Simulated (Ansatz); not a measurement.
# TiAl: a line through a two-coordinate scan

One line of a two-coordinate grid on TiAl (Pm-3m, No. 221; 2 atoms in the cell): volume per atom is varied, at c/a of the conventional cell = 1.000.

Program: Ansatz 0.2.0. Level of theory: DFT PBEsol, scalar-relativistic, plane waves, PAW. These are calculated values, not measurements.

28 further runs of the same task are left out: 28 set aside as unsound or not needed.

### 1 Starting point

It takes space group Pm-3m (No. 221, cubic). Conventional cell: a = 3.156 Å, b = 3.156 Å, c = 3.156 Å, α = 90.00°, β = 90.00°, γ = 90.00°. Ti (site symmetry m-3m) has 8 Al at 2.73 Å as nearest neighbours. Around Al (site symmetry m-3m) lie 8 Ti at 2.73 Å.

Structure file:

```
Ti Al
1.0
     3.15608    0.00000    0.00000
     0.00000    3.15608    0.00000
     0.00000    0.00000    3.15608
Ti Al
1 1
Direct
  0.00000 0.00000 0.00000
  0.50000 0.50000 0.50000
```

It goes back to an entry of the Materials Project, which need not be the stable form.

It is the result of an earlier relaxation at this level (volume 15.72 Å³/atom; gap on the mesh: none (metal)).

### 2 Plan of the line

The energy is mapped over volume and the cell's shape.

- volume per atom: 7 values from 14.46 to 16.98 Å³
- c/a of the conventional cell: 9 values from 0.870 to 1.518

Nothing else is relaxed (symmetry fixes all fractional coordinates). Energies count from the relaxed crystal. Points are written as (first, second).

### 3 Grid point (14.46 Å³, 1.000)

Contents of input.yaml:

```yaml
crystal:
  lattice:
    - [3.0695598615, 0.0, 0.0]
    - [0.0, 3.0695598615, 0.0]
    - [0.0, 0.0, 3.0695598615]
  atoms:
    - { symbol: Ti, position: [0.0, 0.0, 0.0] }
    - { symbol: Al, position: [0.5, 0.5, 0.5] }
basis:
  ecutwfc: 520.0
kpoints:
  mp_grid: { grid: [16, 16, 16] }
hamiltonian:
  xc: pbesol
  pseudopotentials: { kind: paw, azcp: { folder: soft_1 } }
scf:
  occupations: { method: gaussian, width: 0.15 }
output:
  forces: true
  stress: true
  eigenvalues: true
```

On the command line:

```
$ ansatz run input.yaml --threads 1 --pin off --max-ram 2048MiB --backend cpu --events-out ev --progress --plain --runs-dir out
```

Standard output (excerpt; [...] marks lines left out):

```text
Warning: <dir> the record states the generating functional pbe (its physics header spells it `PBE`), which answers neither for hamiltonian.xc's functional nor for the pbesol family's — results may be inconsistent (PPs are generated against a specific XC)
[...]
Warning: RAYON_NUM_THREADS=1 ignored (pool sized by the plan → 1); use --threads N
[...]
Pseudopotentials: kind: paw
Pseudopotential: Ti, paw, valence charge 12, recommended cutoff 420 eV (normal), <dir>
Pseudopotential: Al, paw, valence charge 3, recommended cutoff 420 eV (normal), <dir>
Functional definition: PBEsol
[...]
Crystal: 2 atoms, lattice volume = 28.922 Å³
Basis set: ecut = 520 eV, 751 PW (Γ), exchange–correlation on 48×48×48 points (8 copies of the dense FFT grid, shifted against one another)
Bands: 12, of which v1, the nominal top of the filled ones, is band 8 counted from 1 (7 counted from 0)
Symmetry: 48 space group operations
Space group: Pm-3m (ITA 221), of the structure as read, at distance tolerance 3.1e-5 Å
k-points: 165 of 4096
[...]
SCF iter   1: F=—  HF=-2999.156456 eV  |F-HF|=—  |Δ(HF+E_count)|=         —  Δρ=4.66e-2  dr2=5.68e-1  ethr=3.10e-3  ⟨swp⟩=5.0  Hψ=10075  notcnv=0
[...]
SCF iter   6: F=-2998.917630 eV  HF=-2998.917630 eV  |F-HF|=3.71e-9  |Δ(HF+E_count)|=   3.88e-8  Δρ=3.95e-6  dr2=3.56e-9  ethr=6.67e-10  ⟨swp⟩=5.2  Hψ=8346  notcnv=0
[...]
SCF converged after 6 iterations
Free energy (F): -2998.917630 eV
[...]
E sigma→0 (E₀):  -2998.905257 eV
Entropy (-TS):   -0.024746 eV (-12.373 meV/atom)
Fermi energy:    12.750227 eV
[...]
--- Forces (eV/Å), atoms counted from 1 ---
  atom   1  Ti    -0.00000000     0.00000000     0.00000000
  atom   2  Al     0.00000000     0.00000000     0.00000000
[...]
--- Stress (GPa, compression-positive) ---
       11.674271       0.000000       0.000000
       -0.000000      11.674271       0.000000
        0.000000      -0.000000      11.674271
  P = ⅓ Tr σ = 11.6743 GPa (116.743 kbar)
--- Band table (eV; the first three rows and the last of 165) ---
  k-point 0: bands = ["-43.6627", "-19.9697", "-19.9697", "-19.9697", "3.0359", "11.0453", "11.0453", "14.7946", "14.7946", "14.7946", "17.7000", "17.7000"]
[...]
```

Run time: 4 s. Hardware: 1 thread of Arm Neoverse V1, shared host; peak memory 0.35 GiB.

That is 43 meV/atom from the zero.

### 4 Variant: mp_grid.grid [24, 24, 24], occupations.method cold, occupations.width 0.005, chi_scale 0.1, ecutwfc left out

Contents of input.yaml:

```yaml
crystal:
  lattice:
    - [3.0695598615, 0.0, 0.0]
    - [0.0, 3.0695598615, 0.0]
    - [0.0, 0.0, 3.0695598615]
  atoms:
    - { symbol: Ti, position: [0.0, 0.0, 0.0] }
    - { symbol: Al, position: [0.5, 0.5, 0.5] }
kpoints:
  mp_grid: { grid: [24, 24, 24] }
hamiltonian:
  xc: pbesol
  pseudopotentials: { kind: paw, azcp: { folder: soft_1 } }
scf:
  occupations: { method: cold, width: 0.005 }
  initial_density: { chi_scale: 0.1 }
output:
  forces: true
  eigenvalues: true
  stress: true
```

On the command line:

```
$ ansatz run input.yaml --threads 1 --pin off --max-ram 2048MiB --backend cpu --events-out ev --progress --plain --runs-dir out
```

Standard output (excerpt; [...] marks lines left out):

```text
Warning: <dir> the record states the generating functional pbe (its physics header spells it `PBE`), which answers neither for hamiltonian.xc's functional nor for the pbesol family's — results may be inconsistent (PPs are generated against a specific XC)
[...]
Warning: RAYON_NUM_THREADS=1 ignored (pool sized by the plan → 1); use --threads N
[...]
Pseudopotentials: kind: paw
Pseudopotential: Ti, paw, valence charge 12, recommended cutoff 420 eV (normal), <dir>
Pseudopotential: Al, paw, valence charge 3, recommended cutoff 420 eV (normal), <dir>
Functional definition: PBEsol
[...]
Crystal: 2 atoms, lattice volume = 28.922 Å³
Basis set: ecut = 420 eV, 587 PW (Γ), exchange–correlation on 48×48×48 points (8 copies of the dense FFT grid, shifted against one another)
Bands: 12, of which v1, the nominal top of the filled ones, is band 8 counted from 1 (7 counted from 0)
Symmetry: 48 space group operations
Space group: Pm-3m (ITA 221), of the structure as read, at distance tolerance 3.1e-5 Å
k-points: 455 of 13824
[...]
SCF converged after 6 iterations
Stability not checked: this state was not tested for a lower state beside it, because cold or Methfessel-Paxton smearing, or corrected tetrahedra, fill the levels in a way that the test cannot read (fill_not_monotonic; see scf.lower_state_search)
Free energy (F): -2998.903861 eV
[...]
E sigma→0 (E₀):  -2998.903858 eV
Entropy (-TS):   -0.000009 eV (-0.004 meV/atom)
Fermi energy:    12.762206 eV
[...]
--- Forces (eV/Å), atoms counted from 1 ---
  atom   1  Ti    -0.00000000     0.00000000     0.00000000
  atom   2  Al     0.00000000    -0.00000000     0.00000000
[...]
--- Stress (GPa, compression-positive) ---
       11.549002       0.000000       0.000000
       -0.000000      11.549002       0.000000
        0.000000       0.000000      11.549002
  P = ⅓ Tr σ = 11.5490 GPa (115.490 kbar)
--- Band table (eV; the first three rows and the last of 455) ---
  k-point 0: bands = ["-43.6591", "-19.9665", "-19.9665", "-19.9665", "3.0359", "11.0473", "11.0473", "14.7972", "14.7972", "14.7972", "17.7001", "17.7001"]
[...]
```

Wall time 12 s (1 thread of Arm Neoverse V1, shared host); peak memory 0.4 GiB.

| run | ending | energy change | pressure (GPa) | gap (eV) | force (eV/Å) | cycles | time |
| --- | --- | --- | --- | --- | --- | --- | --- |
| step 3 | converged | 0 | 11.7 | 0.00 | 0.00 | 6 | 4 s |
| variant | converged | +0.7 meV/atom (σ→0) | 11.5 | 0.00 | 0.00 | 6 | 12 s |

Changing the k-point mesh, smearing, start and cutoff moves the energy by +0.7 meV/atom (σ→0 values). More than one kind of setting changed, and this run alone doesn't tell their shares apart. Cost: 12 s against 4 s.

### 5 The run at (14.88 Å³, 1.000)

input.yaml, as its differences from that of step 3:

```diff
@@ -2,5 +2,5 @@
   lattice:
-    - [3.0695598615, 0.0, 0.0]
-    - [0.0, 3.0695598615, 0.0]
-    - [0.0, 0.0, 3.0695598615]
+    - [3.098924358, 0.0, 0.0]
+    - [0.0, 3.098924358, 0.0]
+    - [0.0, 0.0, 3.098924358]
   atoms:
```

On the command line:

```
$ ansatz run input.yaml --threads 1 --pin off --max-ram 2048MiB --backend cpu --events-out ev --progress --plain --runs-dir out
```

Standard output (excerpt; [...] marks lines left out):

```text
[...]
SCF converged after 6 iterations
Free energy (F): -2998.966911 eV
[...]
E sigma→0 (E₀):  -2998.954048 eV
Entropy (-TS):   -0.025727 eV (-12.863 meV/atom)
Fermi energy:    12.343922 eV
[...]
--- Forces (eV/Å), atoms counted from 1 ---
  atom   1  Ti    -0.00000000     0.00000000     0.00000000
  atom   2  Al     0.00000000    -0.00000000     0.00000000
[...]
--- Stress (GPa, compression-positive) ---
        7.267751       0.000000       0.000000
       -0.000000       7.267751      -0.000000
        0.000000      -0.000000       7.267751
  P = ⅓ Tr σ = 7.2678 GPa (72.678 kbar)
--- Band table (eV; the first three rows and the last of 165) ---
  k-point 0: bands = ["-44.1299", "-20.4394", "-20.4394", "-20.4394", "2.7531", "10.7158", "10.7158", "14.3185", "14.3185", "14.3185", "17.1394", "17.1394"]
[...]
```

It took 4 s on 1 thread of Arm Neoverse V1, shared host; peak memory 0.35 GiB.

On the map this point reads 18 meV/atom.

### 6 Grid point (15.30 Å³, 1.000)

input.yaml, as its differences from that of step 5:

```diff
@@ -2,5 +2,5 @@
   lattice:
-    - [3.098924358, 0.0, 0.0]
-    - [0.0, 3.098924358, 0.0]
-    - [0.0, 0.0, 3.098924358]
+    - [3.1277426589, 0.0, 0.0]
+    - [0.0, 3.1277426589, 0.0]
+    - [0.0, 0.0, 3.1277426589]
   atoms:
```

On the command line:

```
$ ansatz run input.yaml --threads 1 --pin off --max-ram 2048MiB --backend cpu --events-out ev --progress --plain --runs-dir out
```

Standard output (excerpt; [...] marks lines left out):

```text
[...]
SCF converged after 6 iterations
Free energy (F): -2998.994614 eV
[...]
E sigma→0 (E₀):  -2998.981269 eV
Entropy (-TS):   -0.026690 eV (-13.345 meV/atom)
Fermi energy:    11.957455 eV
[...]
--- Forces (eV/Å), atoms counted from 1 ---
  atom   1  Ti    -0.00000000     0.00000000    -0.00000000
  atom   2  Al     0.00000000    -0.00000000    -0.00000000
[...]
--- Stress (GPa, compression-positive) ---
        3.410279       0.000000       0.000000
       -0.000000       3.410279       0.000000
        0.000000       0.000000       3.410279
  P = ⅓ Tr σ = 3.4103 GPa (34.103 kbar)
--- Band table (eV; the first three rows and the last of 165) ---
  k-point 0: bands = ["-44.5754", "-20.8866", "-20.8866", "-20.8866", "2.4879", "10.4012", "10.4012", "13.8658", "13.8658", "13.8658", "16.6091", "16.6091"]
[...]
```

Wall time 4.2 s (1 thread of Arm Neoverse V1, shared host); peak memory 0.35 GiB.

On the map this point reads 4.4 meV/atom.

### 7 The run at (16.14 Å³, 1.000)

input.yaml, as its differences from that of step 6:

```diff
@@ -2,5 +2,5 @@
   lattice:
-    - [3.1277426589, 0.0, 0.0]
-    - [0.0, 3.1277426589, 0.0]
-    - [0.0, 0.0, 3.1277426589]
+    - [3.1839035433, 0.0, 0.0]
+    - [0.0, 3.1839035433, 0.0]
+    - [0.0, 0.0, 3.1839035433]
   atoms:
```

On the command line:

```
$ ansatz run input.yaml --threads 1 --pin off --max-ram 2048MiB --backend cpu --events-out ev --progress --plain --runs-dir out
```

Standard output (excerpt; [...] marks lines left out):

```text
Warning: <dir> the record states the generating functional pbe (its physics header spells it `PBE`), which answers neither for hamiltonian.xc's functional nor for the pbesol family's — results may be inconsistent (PPs are generated against a specific XC)
[...]
Warning: RAYON_NUM_THREADS=1 ignored (pool sized by the plan → 1); use --threads N
[...]
Pseudopotentials: kind: paw
Pseudopotential: Ti, paw, valence charge 12, recommended cutoff 420 eV (normal), <dir>
Pseudopotential: Al, paw, valence charge 3, recommended cutoff 420 eV (normal), <dir>
Functional definition: PBEsol
[...]
Crystal: 2 atoms, lattice volume = 32.276 Å³
Basis set: ecut = 520 eV, 895 PW (Γ), exchange–correlation on 48×48×48 points (8 copies of the dense FFT grid, shifted against one another)
Bands: 12, of which v1, the nominal top of the filled ones, is band 8 counted from 1 (7 counted from 0)
Symmetry: 48 space group operations
Space group: Pm-3m (ITA 221), of the structure as read, at distance tolerance 3.2e-5 Å
k-points: 165 of 4096
[...]
SCF iter   1: F=—  HF=-2999.219438 eV  |F-HF|=—  |Δ(HF+E_count)|=         —  Δρ=4.42e-2  dr2=5.99e-1  ethr=3.10e-3  ⟨swp⟩=4.9  Hψ=9980  notcnv=0
[...]
SCF iter   6: F=-2998.995645 eV  HF=-2998.995645 eV  |F-HF|=5.09e-9  |Δ(HF+E_count)|=   6.81e-8  Δρ=4.32e-6  dr2=5.20e-9  ethr=6.67e-10  ⟨swp⟩=5.3  Hψ=8481  notcnv=0
[...]
SCF converged after 6 iterations
Free energy (F): -2998.995645 eV
[...]
E sigma→0 (E₀):  -2998.981351 eV
Entropy (-TS):   -0.028589 eV (-14.295 meV/atom)
Fermi energy:    11.237513 eV
[...]
--- Forces (eV/Å), atoms counted from 1 ---
  atom   1  Ti    -0.00000000     0.00000000     0.00000000
  atom   2  Al     0.00000000    -0.00000000     0.00000000
[...]
--- Stress (GPa, compression-positive) ---
       -2.932863       0.000000       0.000000
       -0.000000      -2.932863       0.000000
        0.000000       0.000000      -2.932863
  P = ⅓ Tr σ = -2.9329 GPa (-29.329 kbar)
--- Band table (eV; the first three rows and the last of 165) ---
  k-point 0: bands = ["-45.4074", "-21.7208", "-21.7208", "-21.7208", "2.0040", "9.8119", "9.8119", "13.0223", "13.0223", "13.0223", "15.6281", "15.6281"]
[...]
```

Run time: 4.3 s. Hardware: 1 thread of Arm Neoverse V1, shared host; peak memory 0.35 GiB.

Energy on the map's scale: 3.9 meV/atom.

### 8 Grid point (16.56 Å³, 1.000)

input.yaml, as its differences from that of step 7:

```diff
@@ -2,5 +2,5 @@
   lattice:
-    - [3.1839035433, 0.0, 0.0]
-    - [0.0, 3.1839035433, 0.0]
-    - [0.0, 0.0, 3.1839035433]
+    - [3.2112236094, 0.0, 0.0]
+    - [0.0, 3.2112236094, 0.0]
+    - [0.0, 0.0, 3.2112236094]
   atoms:
```

On the command line:

```
$ ansatz run input.yaml --threads 1 --pin off --max-ram 2048MiB --backend cpu --events-out ev --progress --plain --runs-dir out
```

Standard output (excerpt; [...] marks lines left out):

```text
Warning: <dir> the record states the generating functional pbe (its physics header spells it `PBE`), which answers neither for hamiltonian.xc's functional nor for the pbesol family's — results may be inconsistent (PPs are generated against a specific XC)
[...]
Warning: RAYON_NUM_THREADS=1 ignored (pool sized by the plan → 1); use --threads N
[...]
Pseudopotentials: kind: paw
Pseudopotential: Ti, paw, valence charge 12, recommended cutoff 420 eV (normal), <dir>
Pseudopotential: Al, paw, valence charge 3, recommended cutoff 420 eV (normal), <dir>
Functional definition: PBEsol
[...]
Crystal: 2 atoms, lattice volume = 33.114 Å³
Basis set: ecut = 520 eV, 895 PW (Γ), exchange–correlation on 48×48×48 points (8 copies of the dense FFT grid, shifted against one another)
Bands: 12, of which v1, the nominal top of the filled ones, is band 8 counted from 1 (7 counted from 0)
Symmetry: 48 space group operations
Space group: Pm-3m (ITA 221), of the structure as read, at distance tolerance 3.2e-5 Å
k-points: 165 of 4096
[...]
SCF iter   1: F=—  HF=-2999.193759 eV  |F-HF|=—  |Δ(HF+E_count)|=         —  Δρ=4.36e-2  dr2=6.06e-1  ethr=3.10e-3  ⟨swp⟩=4.9  Hψ=9986  notcnv=0
[...]
SCF iter   6: F=-2998.973383 eV  HF=-2998.973383 eV  |F-HF|=5.50e-9  |Δ(HF+E_count)|=   7.00e-8  Δρ=4.46e-6  dr2=5.76e-9  ethr=6.67e-10  ⟨swp⟩=5.3  Hψ=8501  notcnv=0
[...]
SCF converged after 6 iterations
Free energy (F): -2998.973383 eV
[...]
E sigma→0 (E₀):  -2998.958616 eV
Entropy (-TS):   -0.029536 eV (-14.768 meV/atom)
Fermi energy:    10.902374 eV
[...]
--- Forces (eV/Å), atoms counted from 1 ---
  atom   1  Ti    -0.00000000     0.00000000     0.00000000
  atom   2  Al     0.00000000    -0.00000000     0.00000000
[...]
--- Stress (GPa, compression-positive) ---
       -5.522570      -0.000000       0.000000
       -0.000000      -5.522570      -0.000000
        0.000000      -0.000000      -5.522570
  P = ⅓ Tr σ = -5.5226 GPa (-55.226 kbar)
--- Band table (eV; the first three rows and the last of 165) ---
  k-point 0: bands = ["-45.7955", "-22.1094", "-22.1094", "-22.1094", "1.7831", "9.5361", "9.5361", "12.6299", "12.6299", "12.6299", "15.1747", "15.1747"]
[...]
```

It took 4.3 s on 1 thread of Arm Neoverse V1, shared host; peak memory 0.35 GiB.

Energy on the map's scale: 15 meV/atom.

### 9 Grid point (16.98 Å³, 1.000)

input.yaml, as its differences from that of step 8:

```diff
@@ -2,5 +2,5 @@
   lattice:
-    - [3.2112236094, 0.0, 0.0]
-    - [0.0, 3.2112236094, 0.0]
-    - [0.0, 0.0, 3.2112236094]
+    - [3.2380865601, 0.0, 0.0]
+    - [0.0, 3.2380865601, 0.0]
+    - [0.0, 0.0, 3.2380865601]
   atoms:
```

On the command line:

```
$ ansatz run input.yaml --threads 1 --pin off --max-ram 2048MiB --backend cpu --events-out ev --progress --plain --runs-dir out
```

Standard output (excerpt; [...] marks lines left out):

```text
[...]
SCF converged after 6 iterations
Free energy (F): -2998.938439 eV
[...]
E sigma→0 (E₀):  -2998.923196 eV
Entropy (-TS):   -0.030486 eV (-15.243 meV/atom)
Fermi energy:    10.581978 eV
[...]
--- Forces (eV/Å), atoms counted from 1 ---
  atom   1  Ti    -0.00000000    -0.00000000     0.00000000
  atom   2  Al     0.00000000    -0.00000000     0.00000000
[...]
--- Stress (GPa, compression-positive) ---
       -7.788950      -0.000000       0.000000
        0.000000      -7.788950       0.000000
        0.000000       0.000000      -7.788950
  P = ⅓ Tr σ = -7.7889 GPa (-77.889 kbar)
--- Band table (eV; the first three rows and the last of 165) ---
  k-point 0: bands = ["-46.1669", "-22.4811", "-22.4811", "-22.4811", "1.5745", "9.2715", "9.2715", "12.2547", "12.2547", "12.2547", "14.7432", "14.7432"]
[...]
```

Wall time 6.6 s (1 thread of Arm Neoverse V1, shared host); peak memory 0.36 GiB.

On the map this point reads 32 meV/atom.

### 10 What came out

| volume per atom (Å³) | step | energy (meV/atom) | slope (meV/atom per Å³) | pressure (GPa) |
| --- | --- | --- | --- | --- |
| 14.46 | 3 | 43 | −73 | 11.7 |
| 14.88 | 5 | 18 | −45 | 7.3 |
| 15.30 | 6 | 4.4 | −21 | 3.4 |
| 15.72 | – | 0 | 0 | 0.0 |
| 16.14 | 7 | 3.9 | 18 | −2.9 |
| 16.56 | 8 | 15 | 34 | −5.5 |
| 16.98 | 9 | 32 | 49 | −7.8 |

Energies count from the relaxed crystal. Rows without a step come from runs not printed here or follow by symmetry. Slopes come from the forces (and the stress, where the cell changes), not from differences of energies.

```
                                                                                                                                           run        outcome
step 4, run with mp_grid.grid [24, 24, 24], occupations.method cold, occupations.width 0.005, chi_scale 0.1, ecutwfc left out (against step 3)  +0.7 meV/atom
```

In words: The lowest point of the line is at 15.72 Å³, 0 meV/atom from the zero. Energies and slopes round the minimum, fitted together, put the minimum at 15.723 Å³, with a curvature of about 47 meV/atom per (Å³)². V·d²E/dV² there is about 120 GPa, a bulk modulus under this line's constraint. The highest point computed, at 14.46 Å³, lies 43 meV/atom above the lowest. This is one cut through a surface in two coordinates; the map's lowest point lies off it.
